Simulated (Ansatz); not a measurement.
What does this script print? It uses Ansatz 0.2.0 through its Python package.

`x2c_bes.py`:
```python
# -*- coding: utf-8 -*-
"""BeS(+) with and without the spin-free two-component Hamiltonian."""

import logging
import sys

import ansatz as az
import numpy as np

logging.basicConfig(stream=sys.stdout, format="%(levelname)s:%(name)s:%(message)s")
log = logging.getLogger("bes")
log.setLevel(logging.INFO)

bes = (
    az.Crystal.molecule()
    .atom("Be", [0.0, 0.0, 0.0])
    .atom("S", [0.0, 0.0, 2.045])
)

calculation = bes.calculation().functional("hf").charge(1).spin("collinear", total=1).forces()
# a set contracted for a scalar-relativistic Hamiltonian goes with the relativistic run
sets = {"none": "cc-pVTZ", "scalar": "cc-pVTZ-DK"}
found = {kind: calculation.basis(gaussian=basis).pseudopotentials(relativity=kind).run(threads=1).report for kind, basis in sets.items()}
for kind, each in found.items():
    dipole = 4.803205 * np.linalg.norm(each["charge_distribution"]["dipole_moment_e_ang"])
    log.info(f"{kind:7s} E = {each['free_energy_ev']:.4f} eV  dipole {dipole:.3f} D  largest force component {np.abs(each['forces_ev_ang']).max():.4f} eV/A")
log.info(f"relativity lowers the total energy by {found['none']['free_energy_ev'] - found['scalar']['free_energy_ev']:.3f} eV")
```

```console
$ python x2c_bes.py
INFO:bes:none    E = -11206.9528 eV  dipole 9.206 D  largest force component 2.6345 eV/A
INFO:bes:scalar  E = -11236.4363 eV  dipole 9.182 D  largest force component 2.6241 eV/A
INFO:bes:relativity lowers the total energy by 29.484 eV
```

Caveats:
- Total energies depend on the basis set; only differences at equal settings carry meaning.
- The geometry is a force-field or estimated start, not a minimum of this method. The basis set changes with the Hamiltonian (a set recontracted for scalar relativity), and most of the change in the total lies in the cores.
- The species is open-shell (spin multiplicity 2).
- An ion's dipole depends on the origin; the program takes it about the centre of nuclear charge.
- The spin state was assumed, and another may lie lower.
- The whole script took 4.4 s on 1 thread of Arm Neoverse V1, with other jobs on the host, peak memory 0.19 GiB.
